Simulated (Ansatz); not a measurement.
Write a Python script for Ansatz 0.2.0 through its Python package that makes energies of removing a hydrogen of AlFH3NS2, SMILES [NH2][Al]([F])[S]S. Level of theory (for the species named): PBE, cc-pVDZ basis, multiplicity 1.

```yaml
atoms:
  - { symbol: N, position_ang: [1.1233, 1.3121, 0.3549] }
  - { symbol: Al, position_ang: [0.7896, -0.5341, 0.4019] }
  - { symbol: F, position_ang: [1.4055, -1.4948, 1.7655] }
  - { symbol: S, position_ang: [-0.3227, -1.5359, -1.2404] }
  - { symbol: S, position_ang: [-2.2282, -1.2250, -0.2259] }
  - { symbol: H, position_ang: [1.5524, 1.5774, -0.5641] }
  - { symbol: H, position_ang: [0.1568, 1.8018, 0.3001] }
  - { symbol: H, position_ang: [-2.3846, 0.0415, -0.8478] }
```

`alfh3ns2_bde.py`
```python
# -*- coding: utf-8 -*-
'''Cost of removing each kind of hydrogen from AlFH3NS2, fragments frozen.'''

import ansatz as az


def single_point(molecule, charge=0, unpaired=0):
    calc = (
        molecule.calculation()
        .basis(gaussian='cc-pVDZ')
        .functional('PBE')
    )
    if charge:
        calc = calc.charge(charge)
    if unpaired:
        calc = calc.spin('collinear', total=unpaired)
    report = calc.run(threads=1, pin='off').report
    if report['published_state_doubts']:
        print('  doubts:', report['published_state_doubts'])
    return report['free_energy_ev']

GEOMETRY = '''
N     1.12330    1.31210    0.35490
Al    0.78960   -0.53410    0.40190
F     1.40550   -1.49480    1.76550
S    -0.32270   -1.53590   -1.24040
S    -2.22820   -1.22500   -0.22590
H     1.55240    1.57740   -0.56410
H     0.15680    1.80180    0.30010
H    -2.38460    0.04150   -0.84780
'''

def without(molecule, index):
    rest = az.Crystal.molecule()
    for i, site in enumerate(molecule.cartesian_sites):
        if i != index:
            rest = rest.atom(site.symbol, site.position_ang)
    return rest


def main():
    geometry = az.Crystal.molecule()
    for line in GEOMETRY.strip().splitlines():
        symbol, *xyz = line.split()
        geometry = geometry.atom(symbol, [float(v) for v in xyz])

    whole = single_point(geometry, 0)
    hydrogen = single_point(az.Crystal.molecule().atom('H', (0, 0, 0)), 0, 1)
    print(f'E(molecule) = {whole:.5f} eV, E(H) = {hydrogen:.5f} eV')
    for index in [6, 7]:
        radical = single_point(without(geometry, index), 0, 1)
        print(f'H{index}: homolysis {(radical + hydrogen - whole):.3f} eV')
        anion = single_point(without(geometry, index), -1)
        print(f'H{index}: loss of a proton {(anion - whole):.3f} eV')


if __name__ == '__main__':
    main()
```

`python alfh3ns2_bde.py` gives:
```text
E(molecule) = -32509.53036 eV, E(H) = -13.56836 eV
H6: homolysis 4.684 eV
H6: loss of a proton 16.351 eV
H7: homolysis 3.143 eV
H7: loss of a proton 14.594 eV
```

What to keep in mind:
- Total energies depend on the basis set; only differences at equal settings carry meaning.
- The geometry is a force-field or estimated start, not a minimum of this method, and the basis set is short of its limit. All parts are taken at fixed geometry, without zero-point energy.
- This functional overbinds, so such energies come out a few per cent too high (LDA far more).
- Anions want diffuse functions, which this basis lacks.
- It ran for 26 s on 1 thread of Arm Neoverse V1, with other jobs on the host, peak memory 0.23 GiB.
